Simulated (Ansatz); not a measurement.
**BHLYP/aug-cc-pVDZ run of GeH2ClF (SMILES [F][GeH2][Cl])**

What is the vertical ionisation energy of GeH2ClF at BHLYP/aug-cc-pVDZ? 

The results are computed with Ansatz 0.2.0.

47 further runs of the same task are left out: 2 that didn't finish, 45 set aside as unsound or not needed.

### Step 1. Starting point

GeH2ClF has 5 atoms, charge 0, and is taken as a singlet. As SMILES, `[F][GeH2][Cl]`. The coordinates come from a PBE0-D4/def2-TZVP relaxation.

Bond lengths: F1–Ge2 1.730 Å, Ge2–Cl3 2.133 Å, Ge2–H4 1.528 Å, Ge2–H5 1.528 Å. Angles: F1–Ge2–Cl3 106.4°, F1–Ge2–H4 107.1°, F1–Ge2–H5 107.1°, Cl3–Ge2–H4 109.1°, Cl3–Ge2–H5 109.1°, H4–Ge2–H5 117.4°.

### Step 2. A single-point energy at BHLYP/aug-cc-pVDZ

input.yaml

```yaml
crystal:
  periodic: [false, false, false]
  atoms:
    - {symbol: F, position_ang: [-0.242000, -0.508000, 1.588600]}
    - {symbol: Ge, position_ang: [0.139900, -0.089200, -0.045500]}
    - {symbol: Cl, position_ang: [-1.390300, 1.244900, -0.698900]}
    - {symbol: H, position_ang: [0.067600, -1.375500, -0.867400]}
    - {symbol: H, position_ang: [1.474700, 0.654200, -0.018300]}
basis:
  gaussian:
    orbitals: aug-cc-pVDZ
magnetization:
  spin_polarized: false
  initial_magnetization: 0
hamiltonian:
  xc: {name: BHLYP}
accuracy: high
output: {orbitals: {seedname: orbitals}}
```

Run with:

```sh
ansatz run input.yaml --threads 1 --pin off --max-ram 3480MiB --events-out events.jsonl --progress --plain --runs-dir runs
```

Standard output:

```text
Warning: RAYON_NUM_THREADS=1 ignored (pool sized by the plan → 1); use --threads N
Functional definition: BHLYP
  name "BHLYP"
  parameter a = 0.5
  exchange = (1 - a)*b88_x + a*exact_x
  correlation = lyp_c
2113 factors; integrals over basis functions are off by at most 4.4e-9 eV
mean field evaluation 1: about -71788.6487 eV, gradient 3.3e1 eV
mean field evaluation 2: about -71787.6090 eV, gradient 4.3e1 eV
mean field evaluation 4: about -71790.4186 eV, gradient 9.3e-1 eV
mean field evaluation 8: about -71790.5404 eV, gradient 8.0e-2 eV
mean field evaluation 16: about -71790.5405 eV, gradient 2.3e-5 eV
mean field -71790.54048360 eV, -2638.2537013964 hartree, gradient 6.9e-8 eV, S^2 0.000000; 0 other end points of the search recorded, 0 dependent functions left out
reference -71790.54051266 eV, -2638.2537024640 hartree; 30, 30 occupied and 74, 74 virtual orbitals, 2113 factors
Total energy: -71790.54051266 eV, -2638.2537024640 hartree
```

Run time: 15 s. Hardware: 1 thread of Arm Neoverse V1, shared host; peak memory 0.38 GiB.

### Step 3. The doublet cation

molecule.yaml

```yaml
crystal:
  periodic: [false, false, false]
  atoms:
    - {symbol: F, position_ang: [-0.242000, -0.508000, 1.588600]}
    - {symbol: Ge, position_ang: [0.139900, -0.089200, -0.045500]}
    - {symbol: Cl, position_ang: [-1.390300, 1.244900, -0.698900]}
    - {symbol: H, position_ang: [0.067600, -1.375500, -0.867400]}
    - {symbol: H, position_ang: [1.474700, 0.654200, -0.018300]}
basis:
  gaussian:
    orbitals: aug-cc-pVDZ
total_charge: 1
magnetization:
  spin_polarized: true
  initial_magnetization: 1
hamiltonian:
  xc: {name: BHLYP}
accuracy: high
output: {orbitals: {seedname: orbitals}}
```

Run with:

```sh
ansatz run molecule.yaml --threads 1 --pin off --max-ram 3480MiB --events-out events.jsonl --progress --plain --runs-dir runs
```

Standard output:

```text
Warning: RAYON_NUM_THREADS=1 ignored (pool sized by the plan → 1); use --threads N
[... 5 set-up lines as earlier in the session ...]
2113 factors; integrals over basis functions are off by at most 4.4e-9 eV
mean field evaluation 1: about -71771.3935 eV, gradient 4.5e1 eV
mean field evaluation 2: about -71742.1043 eV, gradient 9.7e1 eV
mean field evaluation 4: about -71778.3645 eV, gradient 6.3e0 eV
mean field evaluation 8: about -71778.7146 eV, gradient 6.3e-1 eV
mean field evaluation 16: about -71778.7264 eV, gradient 7.3e-4 eV
mean field evaluation 32: about -71778.7264 eV, gradient 4.1e-6 eV
mean field -71778.72637506 eV, -2637.8195409153 hartree, gradient 2.4e-8 eV, S^2 0.759957; 4 other end points of the search recorded, 0 dependent functions left out
reference -71778.72640999 eV, -2637.8195421991 hartree; 30, 29 occupied and 74, 75 virtual orbitals, 2113 factors
Total energy: -71778.72640999 eV, -2637.8195421991 hartree
```

Wall time 44 s (1 thread of Arm Neoverse V1, shared host); peak memory 0.54 GiB.

### Step 4. Summary of results

Level: BHLYP/aug-cc-pVDZ.

```
                                          quantity           value
                     singlet GeH2ClF: total energy  -2638.25370 Eh
                      singlet GeH2ClF: HOMO energy       -10.52 eV
                      singlet GeH2ClF: LUMO energy        -0.05 eV
                    singlet GeH2ClF: HOMO–LUMO gap        10.47 eV
                      doublet cation: total energy  -2637.81954 Eh
doublet cation: HOMO energy (highest over α and β)       -17.55 eV
 doublet cation: LUMO energy (lowest over α and β)       -13.14 eV
                              doublet cation: ⟨S²⟩           0.760
vertical ionisation energy (to the doublet cation)       11.814 eV
```

What this shows: The vertical ionisation energy comes to 11.81 eV (1140 kJ/mol). −ε(HOMO) before ionisation, 10.52 eV, is 1.29 eV below this ionisation energy.
